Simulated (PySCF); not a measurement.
# TaBr−: bond curves at several levels of theory

One table from this session's results is given with a row withheld; the runs are named, their logs left out.

Program: PySCF 2.14.0. Level of theory: Ta def2-TZVPPD with ECP60, Br def2-TZVPPD, scalar-relativistic core potentials. These are calculated values, not measurements.

1 further run of the same task is left out (it didn't finish).

Set-up of the first run:

A driver script around PySCF takes these settings:

| Property | Result |
| --- | --- |
| atoms | Ta, Br |
| charge | -1 |
| basis | Ta def2-TZVPPD with ECP60, Br def2-TZVPPD |
| Hamiltonian | scalar-relativistic core potentials |
| basis functions | 116 |
| electrons treated | 49 |
| masses in u | 180.9480, 78.9183 |
| levels | PBE0, PBE, r²SCAN, BP86, LDA, PW91, B3LYP, MN15, LC-ωPBE, HF, MP2, SCS-MP2 |
| grid | 80 radial by 434 angular points |
| occupations | held fixed by the projection of orbital angular momentum |
| dissociation limit | Ta + Br−, each in its ground configuration |
| starting distance in angstrom | 2.575 |
| values of 2S to try | 1, 3, 5 |

On the command line:

```console
OMP_NUM_THREADS=2 python dia.py task.json out
```

Steps of the session up to this table: The job; First curve: PBE0; Higher solutions at PBE0; PBE (GGA); r²SCAN; BP86; LDA (local density); PW91; B3LYP (global hybrid GGA); MN15; LC-ωPBE (range-separated hybrid); ROHF.

One table of the session follows, with a row left open; its other results are not shown here.

It belongs to the step «Constants by level of theory». 

```
       level  Re (Å)  ωe (cm⁻¹)  De (eV)
        ROHF   2.779      138.9     1.03
    ROHF-MP2   2.580      179.8     1.60
ROHF-SCS-MP2   2.621      170.2     1.44
         LDA   2.515      197.9     2.16
         PBE   2.584      176.3     1.73
        PW91   2.583      176.7     1.74
        BP86   2.593      174.3     1.67
      r²SCAN   2.605      175.2     1.74
       B3LYP   2.644      161.5     1.37
        PBE0       ?          ?        ?
        MN15   2.589      177.5     1.71
     LC-ωPBE   2.612      174.3     1.58
```

Estimate the missing values for PBE0.

**Answer.** Re (Å): 2.598; ωe (cm⁻¹): 175.6; De (eV): 1.64. In the column «Re (Å)» it lies between BP86 (2.593) and r²SCAN (2.605).

De is counted to Ta + Br− in their ground configurations.
